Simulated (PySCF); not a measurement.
# Ways to converge the SCF of KH

The same problem is solved with other solver options, one edit a run.

Program: PySCF 2.14.0. Level of theory: each script names its method and basis. These are calculated values, not measurements.

2 further runs of the same task are left out: 2 that didn't finish.

## 1. Starting geometry

KH: 2 atoms, charge 0, spin multiplicity 1.

Bond lengths: K1–H2 2.605 Å.

## 2. Base script

File input.py:

```python
from pyscf import gto, scf, mp

mol = gto.M(
    atom='K 0 0 0; H 0 0 2.605',
    basis='sto-3g',
    charge=0,
    spin=0,
    verbose=4,
)
mf = scf.RHF(mol)
mf.kernel()
mp.MP2(mf, frozen=5).kernel()
mf.dip_moment()
print('orbital energies (hartree):', mf.mo_energy[..., max(0, mol.nelec[1]-3):mol.nelec[0]+3].round(4))
```

Command:

```sh
> OMP_NUM_THREADS=1 python input.py
```

Its log is not repeated here.

It gives: E(SCF) = -593.539868 Eh, 7 cycles, E(MP2) − E(SCF) = -0.03746 Eh, μ = 6.43 D (of the SCF density).

The bond length is a typed value, not an optimised one.

## 3. Initial guess sap

Edit 1 changes initial guess: minao → sap.

File input.py:

```python
from pyscf import gto, scf, mp

mol = gto.M(
    atom='K 0 0 0; H 0 0 2.605',
    basis='sto-3g',
    charge=0,
    spin=0,
    verbose=4,
)
mf = scf.RHF(mol)
mf.init_guess = 'sap'
mf.kernel()
mp.MP2(mf, frozen=5).kernel()
mf.dip_moment()
print('orbital energies (hartree):', mf.mo_energy[..., max(0, mol.nelec[1]-3):mol.nelec[0]+3].round(4))
```

Command:

```sh
> OMP_NUM_THREADS=1 python input.py
```

## 4. Damping 0.95

Edit 2 changes damping: none → 0.95.

Changes to input.py since step 2:

```diff
@@ -10,2 +10,4 @@
 mf = scf.RHF(mol)
+mf.damp = 0.95
+mf.diis_start_cycle = 8
 mf.kernel()
```

## 5. Level shift 1 hartree

Edit 3 changes level shift: none → 1 hartree.

Changes to input.py since step 2:

```diff
@@ -10,2 +10,3 @@
 mf = scf.RHF(mol)
+mf.level_shift = 1.0
 mf.kernel()
```

Before running it: what results should come out? Wanted: for each run, E(SCF); from base; gap; SCF dipole; after the SCF.

The runs gave:

```tsv
run	E(SCF) (hartree)	from base (eV)	cycles	gap (eV)	SCF dipole (D)	after the SCF
base	-593.539868	0	7	8.23	6.43	MP2 correlation -1.019 eV, core frozen
initial guess sap	-593.539868	0.0000	6	8.23	6.43	MP2 correlation -1.019 eV, core frozen
damping 0.95	-593.539868	0.0000	13	8.23	6.43	MP2 correlation -1.019 eV, core frozen
level shift 1 hartree	-593.539868	0.0000	29	8.23	6.43	MP2 correlation -1.019 eV, core frozen
```

Distance from each run's final energy (log10 hartree) by cycle:

```tsv
run	cycle 1	cycle 2	cycle 3	cycle 5	cycle 8	cycle 12
base	-1.5	-3.2	-4.7	-7.5	done	done
initial guess sap	-2.7	-4.1	-5.8	-9.6	done	done
damping 0.95	-1.5	-1.6	-1.6	-1.7	-3.5	-9.4
level shift 1 hartree	-1.5	-1.9	-2.3	-3.0	-4.0	-5.1
```

What this shows: The SCF energy stays the same, to the digits that matter, with initial guess sap or damping 0.95 or level shift 1 hartree. The base needs 7 cycles and the run with level shift 1 hartree needs 29.
